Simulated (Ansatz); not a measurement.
# CH₂AlBrS: basis-set convergence

The task here is to estimate one member of a computed series from the others.

The runs use Ansatz 0.2.0, Gaussian basis; one geometry, several basis sets.

Plan: PBE0-D4/def2-SVP; ωB97M-V/def2-SVP; PBE0-D4/def2-QZVPP; ωB97M-V/def2-QZVPP; the functionals' def2-TZVPP values are taken from earlier runs.

**The geometry**

An earlier PBE0-D4 in a triple-zeta def2 set relaxation fixed the geometry.

6 atoms, charge 0, spin multiplicity 1.

Atoms are counted from 1 here; the program's logs count them from 0.

Bond lengths: Br1–Al2 2.222 Å, Al2–C3 1.900 Å, Al2–S4 2.104 Å, C3–S4 1.929 Å, C3–H5 1.087 Å, C3–H6 1.087 Å. Angles: Br1–Al2–C3 154.0°, Br1–Al2–S4 148.6°, C3–Al2–S4 57.3°, Al2–C3–S4 66.7°, Al2–C3–H5 122.7°, Al2–C3–H6 122.8°, S4–C3–H5 110.9°, S4–C3–H6 110.9°, H5–C3–H6 111.5°, Al2–S4–C3 56.0°.

The first run:

The input, in.yaml:

```yaml
crystal:
  periodic: [false, false, false]
  atoms:
    - {symbol: Br, position_ang: [-1.739364, -2.629629, 0.431643]}
    - {symbol: Al, position_ang: [-0.674175, -0.746523, -0.075698]}
    - {symbol: C, position_ang: [0.669755, 0.573884, 0.167111]}
    - {symbol: S, position_ang: [-0.505906, 0.943950, -1.317391]}
    - {symbol: H, position_ang: [0.598272, 1.353358, 0.921375]}
    - {symbol: H, position_ang: [1.693519, 0.440859, -0.173141]}
basis:
  gaussian: {orbitals: def2-SVP}
hamiltonian: {xc: pbe0, dispersion: d4}
output: {orbitals: {seedname: orbitals}}
```

Launch:

```console
$ ansatz run in.yaml --threads 2 --pin off --events-out ev --progress --plain --max-ram 4352MiB
```

Steps of the session up to this table: PBE0-D4 in def2-SVP; ωB97M-V in def2-SVP; PBE0-D4 in def2-QZVPP; ωB97M-V in def2-QZVPP.

One table of the session follows, with a row left open; its other results are not shown here.

It belongs to the step «Density functionals: the series». 

```
functional       basis  HOMO (eV)  LUMO (eV)
   PBE0-D4    def2-SVP          ?          ?
   PBE0-D4  def2-TZVPP      -7.12      -1.57
   PBE0-D4  def2-QZVPP      -7.14      -1.63
   ωB97M-V    def2-SVP      -9.16       0.38
   ωB97M-V  def2-TZVPP      -9.24       0.17
   ωB97M-V  def2-QZVPP      -9.26       0.00
```

Q: Estimate the row for PBE0-D4, def2-SVP from the others.

The run gave: HOMO (eV): -7.05; LUMO (eV): -1.43. In the column «HOMO (eV)» it is the highest.
